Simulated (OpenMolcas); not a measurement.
**Mo⁴⁺ among point charges: CASSCF and CASPT2 levels and susceptibility**

How does a field of 6 point charges split the states of Mo⁴⁺, and what χT follows?

The numbers are computed with OpenMolcas 26.06 (state-averaged CASSCF and CASPT2, spin-orbit coupling by RASSI with atomic mean-field integrals), except any that are marked as measured or tabulated.

**1. The system**

```
Species                           : Mo⁴⁺ (molybdenum, Z = 42, 38 electrons)
Basis                             : ANO-RCC-VDZP [6s5p3d1f], 43 functions
Scalar Hamiltonian                : DKH2, point nucleus
Inactive shells                   : 1s 2s 2p 3s 3p 3d 4s 4p
Active space                      : 2 electrons in 5 orbitals (4d)
Some configurations of this space : 4d2
Orbitals                          : optimised for each spin and parity, averaged over all roots
```

The outer shells:

4d2
```
4d [↑ ][↑ ][  ][  ][  ]
```

The ion sits among 6 point charges of -1.7 e arranged as an octahedron (Oh), 2.22 Å from the ion.

The work runs as a chain of OpenMolcas steps in one folder; each step below is one input file. Labels, J, g values, rates, χT and fits are worked out afterwards by a script from the matrices that RASSI stores. The input lists half of the charges; inversion (Group=XYZ) makes the rest.

**2. Basis and integrals**

File a.inp:

```
&GATEWAY
Coord
1

Mo 0.0 0.0 0.0
Basis=ANO-RCC-VDZP
Group=XYZ
NoMove
AngMom=0.0 0.0 0.0
AMFI
XField
3 Angstrom 0
2.220000 0.000000 0.000000 -1.700000
0.000000 2.220000 0.000000 -1.700000
0.000000 0.000000 2.220000 -1.700000
&SEWARD
```

On the command line:

```console
OMP_NUM_THREADS=1 MOLCAS_MEM=1689 MOLCAS_PROJECT=a pymolcas a.inp > a.log
```

**3. Reference wave functions, triplets of even parity, 10 roots**

File a.inp:

```
&RASSCF
FileOrb=start.orb
Symmetry=1
Spin=3
nActEl=2 0 0
Inactive=9 9
Ras2=5 0
CIRoot=10 10 1
SDav=10
CIMx=300
Iter=120 100
PrWF=0.3
OrbListing=Nothing
MaxOrb=0
>>> COPY $Project.JobIph JOB001
```

start.orb holds the contracted functions of the basis, ordered by shell, or the orbitals of the step before.

**4. CASSCF: singlets of even parity, 15 roots**

File a.inp:

```
&RASSCF
FileOrb=start.orb
Symmetry=1
Spin=1
nActEl=2 0 0
Inactive=9 9
Ras2=5 0
CIRoot=15 15 1
SDav=15
CIMx=300
Iter=120 100
PrWF=0.3
OrbListing=Nothing
MaxOrb=0
>>> COPY $Project.JobIph JOB002
```

**5. RASSI: spin-orbit coupling between the states**

File a.inp:

```
&RASSI
NrOfJobIphs=2 10 15
1 2 3 4 5 6 7 8 9 10
1 2 3 4 5 6 7 8 9 10 11 12 13 14 15
IphNames
JOB001
JOB002
EJob
SpinOrbit
DIPRint=1.0
SOCoupling=1000.0
Subsets=2
Property=9
'ANGMOM' 1 'ANGMOM' 2 'ANGMOM' 3 'MLTPL  1' 1 'MLTPL  1' 2 'MLTPL  1' 3
'AMFI' 1 'AMFI' 2 'AMFI' 3
SOProperty=3
'ANGMOM' 1 'ANGMOM' 2 'ANGMOM' 3
```

**6. CASPT2: IPEA 0.25, imaginary shift 0.1 (closed shells correlated: 4s 4p)**

File a.inp:

```
>>> COPY JOB001 $Project.JobIph
&CASPT2
Multistate=10 1 2 3 4 5 6 7 8 9 10
NoMult
Frozen=8 6
IPEA=0.25
Imaginary=0.1
MaxIter=60
WThr=0.0 0.3 0.05
PrWF=0.5
NoMix
>>> COPY JOB002 $Project.JobIph
&CASPT2
Multistate=15 1 2 3 4 5 6 7 8 9 10 11 12 13 14 15
NoMult
Frozen=8 6
IPEA=0.25
Imaginary=0.1
MaxIter=60
WThr=0.0 0.3 0.05
PrWF=0.5
NoMix
```

(Steps that only read results are left out.)

**Question.** What will these runs give? Wanted: spin-free ground state; first state of the same spin within the active space; lowest level; next level.

The runs gave:

| quantity | value |
| --- | --- |
| method | SS-CASPT2, IPEA 0.25, imaginary shift 0.1 (closed shells correlated: 4s 4p) |
| spin-free ground state | 3T1, 3-fold in its orbital part |
| first state of the same spin within the active space | 3T2 at 5370 cm⁻¹ |
| lowest level | 2-fold E, g = 0.00, 0.00, 0.00 |
| next level | 239.5 cm⁻¹ |
| χT at 300 K | 0.20 cm³ K/mol |
| effective moment at 300 K | 1.27 μB |

Cost by method:

```
                                              method  time of its own steps  time with the reference
                                           A. CASSCF                  6.2 s                    6.2 s
B. SS-CASPT2, IPEA 0.25, imaginary shift 0.1, +4s 4p                  2.1 s                    8.3 s
```

Times are of one thread on a shared host.

**Reading.** The spin-free ground state (3T1) comes to 98 % from free-ion F terms and keeps the highest spin of the shell. χT at 300 K is 0.20, against 1.00 cm³ K/mol for the spin alone, so spin-orbit coupling lowers it. A ligand-field fit to the states below 45000 cm-1 gives 10Dq = 6666 cm-1, B = 725 cm-1 and C = 3037 cm-1 (C/B = 4.19), with a deviation of 362 cm-1. CASPT2 does not keep the components of a term degenerate, and the means are used. The field of point charges can differ much from that of real complexes. This is an electrostatic model: the charges have no orbitals.
